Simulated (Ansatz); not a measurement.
# C2H8FGa: the cost of one run

Program: Ansatz 0.2.0. Level of theory: RKS BLYP-D4/def2-SVP. These are calculated values, not measurements.

1 further run of the same task is left out (it didn't finish).

## 1. The structure to begin with

Bond lengths: Ga1–C2 2.304 Å, C2–C3 1.538 Å, Ga1–H4 1.549 Å, Ga1–H5 1.546 Å, Ga1–H6 1.833 Å, Ga1–F7 2.124 Å, C2–H8 1.097 Å, C2–H9 1.104 Å, C3–H10 1.089 Å, C3–H11 1.091 Å, C3–H12 1.096 Å. Angles (14 of 22 angles, heavy atoms first): Ga1–C2–C3 106.9°, C2–Ga1–F7 72.0°, Ga1–C2–H8 135.7°, Ga1–C2–H9 88.7°, C3–C2–H8 109.2°, C3–C2–H9 108.5°, C2–Ga1–H4 118.8°, C2–Ga1–H5 110.2°, C2–Ga1–H6 37.3°, H4–Ga1–F7 106.9°, H5–Ga1–F7 111.1°, H6–Ga1–F7 34.8°, C2–C3–H10 110.6°, C2–C3–H11 111.7°.

Coordinates:

```xyz
12

Ga   -1.0918    1.3297   -0.1669
C     0.7971    0.0110   -0.2071
C     0.3261   -1.4484   -0.0954
H    -0.9856    2.7990   -0.6464
H    -2.3593    0.4525   -0.2844
H     0.2713    0.7016    0.8858
F    -0.2961    1.2616    1.8015
H     1.8196    0.0909    0.1821
H     0.9167    0.2591   -1.2764
H     0.3269   -1.7724    0.9440
H     0.9701   -2.1240   -0.6601
H    -0.6949   -1.5606   -0.4767
```

## 2. A restrained relaxation towards end A

Springs on the bonds that form and break draw the guess towards this end; the thresholds are loose.

input.yaml reads:

```yaml
crystal:
  periodic: [false, false, false]
  atoms:
    - { symbol: Ga, position_ang: [-1.0918, 1.3297, -0.1669] }
    - { symbol: C, position_ang: [0.7971, 0.011, -0.2071] }
    - { symbol: C, position_ang: [0.3261, -1.4484, -0.0954] }
    - { symbol: H, position_ang: [-0.9856, 2.799, -0.6464] }
    - { symbol: H, position_ang: [-2.3593, 0.4525, -0.2844] }
    - { symbol: H, position_ang: [0.2713, 0.7016, 0.8858] }
    - { symbol: F, position_ang: [-0.2961, 1.2616, 1.8015] }
    - { symbol: H, position_ang: [1.8196, 0.0909, 0.1821] }
    - { symbol: H, position_ang: [0.9167, 0.2591, -1.2764] }
    - { symbol: H, position_ang: [0.3269, -1.7724, 0.944] }
    - { symbol: H, position_ang: [0.9701, -2.124, -0.6601] }
    - { symbol: H, position_ang: [-0.6949, -1.5606, -0.4767] }
basis:
  gaussian: { orbitals: def2-SVP }
hamiltonian:
  xc: blyp
  dispersion: d4
relax:
  f_tol: 0.15
  max_steps: 25
  restrain:
    - { distance: [0, 6], at: 3.09, k: 30.0 }
    - { distance: [5, 1], at: 2.37, k: 30.0 }
    - { distance: [0, 1], at: 1.98, k: 30.0 }
    - { distance: [5, 6], at: 0.88, k: 30.0 }
output:
  orbitals: {}
```

The run is started by

```sh
> ansatz run input.yaml --threads 2 --pin off --max-ram 3072MiB --backend cpu --events-out ev --progress --plain --runs-dir out
```

Q: Estimate wall time and peak memory on 2 threads of Intel Xeon Platinum 8488C (Sapphire Rapids), shared host.

About 22 s, with a peak of 0.17 GiB.
